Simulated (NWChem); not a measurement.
# GeHSeClF2 (SMILES [F][Ge]([F])([Cl])[SeH]): levels of theory compared

We compute a comparison of 4 runs (HF/STO-3G, HF/3-21G, B3LYP/6-31G*) of GeHSeClF2. 

Program for the calculation: NWChem 7.3.0.

## 1. The molecule

GeHSeClF2 has 6 atoms, charge 0, and is taken as a singlet. As SMILES, `[F][Ge]([F])([Cl])[SeH]`. The shape is that of a PBE0-D4/def2-TZVP optimisation. This is one conformer, not always the lowest.

Bond lengths: F1–Ge2 1.714 Å, Ge2–F3 1.715 Å, Ge2–Cl4 2.114 Å, Ge2–Se5 2.308 Å, Se5–H6 1.470 Å. Angles: F1–Ge2–F3 105.0°, F1–Ge2–Cl4 108.8°, F1–Ge2–Se5 107.4°, F3–Ge2–Cl4 106.0°, F3–Ge2–Se5 113.1°, Cl4–Ge2–Se5 115.9°, Ge2–Se5–H6 90.1°.

## 2. Energy and gradient at HF/STO-3G (run 1)

File run.xyz:

```xyz
6
ClF2GeHSe
F      1.636900    -1.238400     0.505600
Ge     0.156000    -0.454400     0.145600
F     -0.873400    -0.820800     1.467600
Cl    -0.713400    -1.380300    -1.544400
Se     0.598900     1.802000    -0.057400
H     -0.763100     2.027700    -0.563100
```

File run.nw:

```
start run
title "ClF2GeHSe"
memory stack 880 mb heap 220 mb global 1100 mb
charge 0

geometry units angstrom noautosym nocenter noautoz
load run.xyz
end

basis spherical bse
* library STO-3G
end

scf
thresh 1e-08
maxiter 80
noprint "final vectors analysis"
end

task scf gradient
```

The run is started by

```console
nwchem run.nw > run.out
```

The log of the run:

```text
[...]
  functions       =    56
[...]
  wavefunction    = RHF
[...]
         Total SCF energy =  -5076.670887246659
      One-electron energy =  -8777.037988805674
      Two-electron energy =   2866.235263351798
 Nuclear repulsion energy =    834.131838207217
        Time for solution =      5.5s
[...]
                         RHF ENERGY GRADIENTS
    atom               coordinates                        gradient
                 x          y          z           x          y          z
   1 F       3.093292  -2.340237   0.955445    0.024071  -0.008549   0.006670
   2 Ge      0.294797  -0.858691   0.275144   -0.020615   0.014524  -0.041322
   3 F      -1.650487  -1.551087   2.773362   -0.015093  -0.006539   0.021504
   4 Cl     -1.348131  -2.608389  -2.918493    0.003749   0.002282   0.008919
   5 Se      1.131757   3.405286  -0.108470    0.024299   0.002652   0.009526
   6 H      -1.442050   3.831797  -1.064105   -0.016412  -0.004370  -0.005297
[...]
```

Run time: 9.9 s. Hardware: 1 thread of Intel Xeon Platinum 8488C (Sapphire Rapids), shared host; peak memory 0.098 GiB.

## 3. Energy and forces at HF/3-21G (run 2)

File clf2gehse.nw:

```
start clf2gehse
memory 2200 mb
geometry noautosym nocenter noautoz
   F     1.636900   -1.238400    0.505600
   Ge    0.156000   -0.454400    0.145600
   F    -0.873400   -0.820800    1.467600
   Cl   -0.713400   -1.380300   -1.544400
   Se    0.598900    1.802000   -0.057400
   H    -0.763100    2.027700   -0.563100
end
basis spherical bse
   F library 3-21G
   Ge library 3-21G
   Cl library 3-21G
   Se library 3-21G
   H library 3-21G
end
scf
   thresh 1e-08
   maxiter 80
   print low
end
task scf gradient
```

The run is started by

```console
nwchem clf2gehse.nw > clf2gehse.out
```

The log of the run:

```text
[...]
  functions       =    77
[...]
  wavefunction    = RHF
[...]
         Total SCF energy =  -5109.664035473408
      One-electron energy =  -8786.883684728889
      Two-electron energy =   2843.087811048264
 Nuclear repulsion energy =    834.131838207216
        Time for solution =      7.1s
[...]
                         RHF ENERGY GRADIENTS
    atom               coordinates                        gradient
                 x          y          z           x          y          z
   1 F       3.093292  -2.340237   0.955445    0.024831  -0.010472   0.004261
   2 Ge      0.294797  -0.858691   0.275144   -0.021567   0.021062  -0.052901
   3 F      -1.650487  -1.551087   2.773362   -0.017288  -0.004653   0.020657
   4 Cl     -1.348131  -2.608389  -2.918493    0.012079   0.011984   0.023738
   5 Se      1.131757   3.405286  -0.108470    0.002682  -0.011328   0.003776
   6 H      -1.442050   3.831797  -1.064105   -0.000737  -0.006593   0.000470
 Task  times  cpu:       11.3s     wall:       11.3s
 Total times  cpu:       11.3s     wall:       11.3s
```

Run time: 12 s. Hardware: 1 thread of Intel Xeon Platinum 8488C (Sapphire Rapids), shared host; peak memory 0.1 GiB.

Run 3 isn't shown in full; the table further down has it.

## 4. Energy and forces at B3LYP/6-31G(d) (Cartesian functions) (run 4)

File run.py:

```python
from ase import Atoms
from ase.calculators.nwchem import NWChem

mol = Atoms(['F', 'Ge', 'F', 'Cl', 'Se', 'H'], positions=[
    [1.636900, -1.238400, 0.505600],
    [0.156000, -0.454400, 0.145600],
    [-0.873400, -0.820800, 1.467600],
    [-0.713400, -1.380300, -1.544400],
    [0.598900, 1.802000, -0.057400],
    [-0.763100, 2.027700, -0.563100],
])

calc = NWChem(
    label='mol',
    theory='dft',
    memory='2200 mb',
    basis='6-31G*',
    dft={'xc': 'b3lyp', 'mult': '1', 'grid': 'fine', 'convergence': 'energy 1e-08', 'iterations': '100', 'mulliken': None},
)
mol.calc = calc

forces = mol.get_forces()
print("Total energy (eV):", round(mol.get_potential_energy(), 6))
print("forces (eV/A):")
for s, f in zip(mol.symbols, forces):
    print(f"{s:2s} {f[0]:10.5f} {f[1]:10.5f} {f[2]:10.5f}")
print("dipole (e A):", mol.get_dipole_moment().round(4))
```

The run is started by

```console
export ASE_NWCHEM_COMMAND="nwchem PREFIX.nwi > PREFIX.nwo"
python run.py
```

The log of the run:

```text
Total energy (eV): -139830.671309
forces (eV/A):
F     0.35954   -0.21530    0.08130
Ge    0.14851    0.11256    0.21628
F    -0.28015   -0.10089    0.33414
Cl   -0.27999   -0.28580   -0.55443
Se    0.30262    0.40927    0.01404
H    -0.25053    0.08012   -0.09127
dipole (e A): [-0.1083  0.4608 -0.2006]
```

The calculator wrote mol.nwi:

```
title "mol"

permanent_dir mol

scratch_dir mol

start mol

geometry units angstrom nocenter noautosym noautoz
  F  1.6369000000000000e+00 -1.2383999999999999e+00 5.0560000000000005e-01
  Ge 1.5600000000000000e-01 -4.5440000000000003e-01 1.4560000000000001e-01
  F  -8.7339999999999995e-01 -8.2079999999999997e-01 1.4676000000000000e+00
  Cl -7.1340000000000003e-01 -1.3803000000000001e+00 -1.5444000000000000e+00
  Se 5.9889999999999999e-01 1.8020000000000000e+00 -5.7400000000000000e-02
  H  -7.6310000000000000e-01 2.0276999999999998e+00 -5.6310000000000004e-01
end

memory 2200 mb

basis noprint
   * library 6-31G*
end

dft
  xc b3lyp
  mult 1
  grid fine
  convergence energy 1e-08
  iterations 100
  mulliken
end

task dft gradient
```

mol.nwo:

```text
Northwest Computational Chemistry Package (NWChem) 7.3.0
             --------------------------------------------------------

           Job information
           ---------------

    nwchem branch   = 7.3.0
    use scalapack   = T
    input           = mol.nwi
    prefix          = mol.
    data base       = mol/mol.db
    status          = startup
    nproc           =        1

           Memory information
           ------------------

[... 5 lines left out ...]
    hardfail = no
[... 105 lines left out ...]
  convergence criterion.
[... 44 lines left out ...]
          Spatial weights used:  Erf1
[... 32 lines left out ...]
 1-e energy   =   -8816.320527
[... 45 lines left out ...]
           Coulomb energy =     3057.491084212400
[... 921 lines left out ...]
          Convergence on density requested:  1.00D-05
[... 30 lines left out ...]
          total energy or number of iterations.
[... 37 lines left out ...]
                 ----------------------------------------
                 |  Time  |  1-e(secs)   |  2-e(secs)   |
                 ----------------------------------------
                 |  CPU   |       0.01   |      28.06   |
                 ----------------------------------------
                 |  WALL  |       0.01   |      28.06   |
                 ----------------------------------------

 Task  times  cpu:       73.0s     wall:       73.0s
 Total times  cpu:       73.0s     wall:       73.0s
```

Wall time 74 s (1 thread of Intel Xeon Platinum 8488C (Sapphire Rapids), shared host); peak memory 0.13 GiB.

## 5. All runs side by side

```tsv
run	level	iteration cap	module	energy (Eh)	dipole moment (D)	largest force (eV/Å)	wall time
1	HF/STO-3G	80	scf	-5076.670887	1.54	2.489	9.9 s
2	HF/3-21G	80	scf	-5109.664035	–	3.131	12 s
3	B3LYP/6-31G* (spherical functions)	100	dft	-5138.662820	2.48	0.699	70 s
4	B3LYP/6-31G* (Cartesian functions)	100	dft	-5138.682432	2.47	0.684	74 s
```

## 6. Results

| quantity | value |
| --- | --- |
| run 4: total energy | -5138.68243 Eh |
| run 4: dipole moment | 2.47 D |
| run 4: HOMO energy | -7.81 eV |
| run 4: LUMO energy | -2.14 eV |
| run 4: HOMO–LUMO gap | 5.68 eV |
| run 4: largest force on an atom | 0.684 eV/Å |

What this shows: Over runs 1, 3, 4 the dipole moment (its size) runs from 1.54 D (HF/STO-3G) to 2.48 D (B3LYP/6-31G*). The two ends differ in method and basis. In run 1 the basis is minimal, so the values are rough. All runs together took 2.8 min, the longest 74 s.
